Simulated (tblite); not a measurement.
# C3H14B2OSi: the cost of one run

The runs use tblite 0.8.0 and PySCF 2.14.0, with density-fitted response routines of our own; the level of theory stands in each step. All values are computed, except where a source is named. Atoms count from 0, in the outputs and in this text.

## (1) The starting structure

21 atoms, charge 0, multiplicity 1; geometry from: force field or distance geometry start.

Bonds of the start (Å): C0–B1 1.59, B1–C2 1.58, B1–B3 1.67, B3–O4 1.46, O4–C5 1.40, O4–Si6 1.73, C0–H7 1.11, C0–H8 1.10, C0–H9 1.12, C2–H10 1.11, C2–H11 1.11, C2–H12 1.13, B3–H13 1.19, B3–H14 1.21, C5–H15 1.10, C5–H16 1.11, C5–H17 1.12, Si6–H18 1.46, Si6–H19 1.48, Si6–H20 1.46.

## (2) Geometry optimisation with GFN2-xTB

The job: settings as JSON, then the geometry in Å.

```
{"job": {"kind": "relax", "xc": "GFN2-xTB", "basis": "xTB"}, "charge": 0, "multiplicity": 1}
C     -2.321800    -1.481700    -0.008600
B     -1.306100    -0.297600    -0.339600
C     -1.931900     1.120600    -0.634400
B      0.120400    -0.363100     0.527200
O      1.097300     0.641200     0.102800
C      1.940800     0.826400     1.198400
Si     2.114000     0.021000    -1.151400
H     -1.964500    -2.354600    -0.586400
H     -3.342200    -1.215700    -0.329900
H     -2.299600    -1.676300     1.097900
H     -1.313300     1.646500    -1.384500
H     -2.068600     1.715500     0.286800
H     -2.979400     0.967000    -1.025900
H      0.542200    -1.473300     0.439700
H     -0.160600    -0.153300     1.686400
H      2.293000     1.863900     1.308800
H      2.809800     0.146900     1.106800
H      1.386400     0.540600     2.128000
H      1.860700     0.649700    -2.441400
H      3.510900     0.332000    -0.779400
H      2.003700    -1.438900    -1.202000
```

Launch:

```sh
> OMP_NUM_THREADS=1 python probes_run.py task.json out
```

The driver reads the jobs from task.json and runs them one after another.

**Question.** How long does this first job take on 1 thread of Arm Neoverse N1, shared host, and how much memory does it need?

About 2.9 s, with a peak of 0.18 GiB.
